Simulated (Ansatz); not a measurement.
# TaAs: the cost of one run

Computed, not measured: Ansatz 0.2.0, DFT, r2SCAN, no spin polarisation, plane waves, PAW.

## 1. The structure

It takes space group I4_1md (No. 109, tetragonal). The conventional cell has a = 3.488 Å, b = 3.488 Å, c = 11.803 Å, α = 90.00°, β = 90.00°, γ = 90.00°. Around As (site symmetry 2mm) lie 6 Ta at 2.62 to 2.66 Å. Around Ta (site symmetry 2mm) lie 6 As at 2.62 to 2.66 Å.

Symmetry-reduced, conventional setting; the input below types the cell that was run:

```cif
data_structure
_symmetry_space_group_name_H-M 'I4_1md'
_symmetry_Int_Tables_number 109
_cell_length_a 3.4881
_cell_length_b 3.4881
_cell_length_c 11.8031
_cell_angle_alpha 90.000
_cell_angle_beta 90.000
_cell_angle_gamma 90.000
_cell_volume 143.60
loop_
_atom_site_label
_atom_site_type_symbol
_atom_site_symmetry_multiplicity
_atom_site_Wyckoff_symbol
_atom_site_fract_x
_atom_site_fract_y
_atom_site_fract_z
_atom_site_occupancy
As1 As 4 a 0.50000 0.50000 0.08400 1
Ta1 Ta 4 a 0.00000 0.00000 0.00000 1
```

The first density is read from a saved solution for the starting cell.

## 2. Relaxing

The input, input.yaml:

```yaml
crystal:
  lattice:
    - [0.0, 3.48808, 0.0]
    - [3.48808, 0.0, 0.0]
    - [1.74404, 1.74404, -5.901553]
  atoms:
    - { symbol: As, position: [0.416, 0.416, 0.168] }
    - { symbol: As, position: [0.166, 0.666, 0.668] }
    - { symbol: Ta, position: [0.0, 0.0, 0.0] }
    - { symbol: Ta, position: [0.75, 0.25, 0.5] }
  symmetry: { tolerance: 0.0003 }
kpoints:
  mp_grid: { grid: [8, 8, 8], shift: [0, 0, 0] }
magnetization:
  spin_polarized: false
scf:
  occupations: { method: cold, width: 0.0659 }
  lower_state_search: "off"
hamiltonian:
  pseudopotentials: { kind: paw }
  xc: r2scan
basis:
  ecutwfc: 500
  fft_grid_basis: typed
relax:
  max_steps: 40
  cell: { p_target: 0.0 }
  f_tol: 0.03
output:
  forces: true
  stress: true
  eigenvalues: true
  bader: true
  populations: true
  elf: true
  write_potential: true
  volumetric_format: npy
  dos:
    e_range: [-12, 8]
    de: 0.05
    projected: { site_lists: { As: [As], Ta: [Ta] } }
checkpoint:
  read: saved_state
```

On the command line:

```console
> ansatz run input.yaml --threads 2 --pin off --max-ram 3584MiB --backend cpu --events-out ev --progress --plain --runs-dir out
```

**Question.** How long does this run take on 2 threads of Arm Neoverse V2, shared host, and how much memory does it need?

About 1.7 min, with a peak of 0.56 GiB.
